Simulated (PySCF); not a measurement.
**CoCl₃: relaxation and vibrations of the quintet**

The task is one start of a wider search on CoCl₃: the quintet, from a trigonal pyramidal start. It is relaxed, tested by its Hessian and followed downhill if it is a saddle.

Computed with PySCF 2.14.0. Level: B3LYP, basis Co def2-SVP, Cl def2-SVP, no relativity, density fitting.

## (1) Starting geometry

4 atoms, charge 0, spin multiplicity 5.

Bond lengths: Co1–Cl2 2.100 Å, Co1–Cl3 2.100 Å, Co1–Cl4 2.100 Å. Angles: Cl2–Co1–Cl3 99.8°, Cl2–Co1–Cl4 99.8°, Cl3–Co1–Cl4 99.8°.

```xyz
4
charge 0 multiplicity 5
Co    0.0000    0.0000   -0.6313
Cl    1.8542    0.0000    0.3546
Cl   -0.9271    1.6058    0.3546
Cl   -0.9271   -1.6058    0.3546
```

## (2) Relaxation: trigonal pyramidal start, quintet

The steps below are one call of a driver around PySCF. For each, scf.py gives the equivalent set-up of the SCF; relaxations use the driver's own optimiser. Before each start the driver seeks the lowest SCF state from one or more starting densities and follows internal instabilities, so scf.py alone need not reach the same state.

The program finds C3v symmetry in the start, which this walk keeps. Threshold on the gradient: 0.0003 Eh/bohr, with a further test on the energy change.

The input, scf.py:

```python
from pyscf import gto, scf, dft
mol = gto.M(atom='''
Co     0.000000    -0.000000    -0.631272
Cl     1.854209    -0.000008     0.354628
Cl    -0.927098     1.605796     0.354628
Cl    -0.927111    -1.605788     0.354628''',
    basis={'Co': 'def2-SVP', 'Cl': 'def2-SVP'},
    charge=0, spin=4)
mf = dft.UKS(mol, xc='B3LYP')
mf.grids.atom_grid = (50, 194)
aux = {'Co': 'def2-universal-JKFIT', 'Cl': 'def2-universal-JKFIT'}
mf = mf.density_fit(auxbasis=aux)
mf.kernel()
```

The runs that follow: Hessian and properties.

What does the calculation give? Wanted: minimum; geometry; wavenumbers; dipole moment; highest occupied, lowest empty level; polar-tensor charge of Co1; zero-point energy; atomisation energy; ⟨S²⟩.

As calculated:

| quantity | value |
| --- | --- |
| minimum | quintet, D3h |
| geometry | Co–Cl 2.121 Å (×3); Cl–Co–Cl 120.0° (×3) |
| wavenumbers (cm⁻¹) | 106 (a2''), 109 (e'), 353 (a1'), 456 (e') |
| dipole moment | 0.00 D |
| highest occupied, lowest empty level (either spin) | -8.60, -5.29 eV |
| polar-tensor charge of Co1 | +1.25 e |
| zero-point energy | 9.5 kJ/mol |
| entropy at 298.15 K | 343.3 J/(mol K) |
| atomisation energy (no zero-point energy) | 925 kJ/mol |
| ⟨S²⟩ | 6.009 |

From C3v at the start the molecule goes to a D3h minimum. The strongest infrared band lies at 456 cm⁻¹ (e', stretch). Co1 has a polar-tensor charge of +1.2 e (a dipole derivative, not a static charge), yet symmetry cancels the bond dipoles. Most of the spin sits on Co1 (Mulliken spin 2.83, against 4 for the whole molecule). Only this shape and spin were tried, so other structures or states may lie lower. Open d and f shells are described by one determinant, and the ground state may have another occupation or spin.
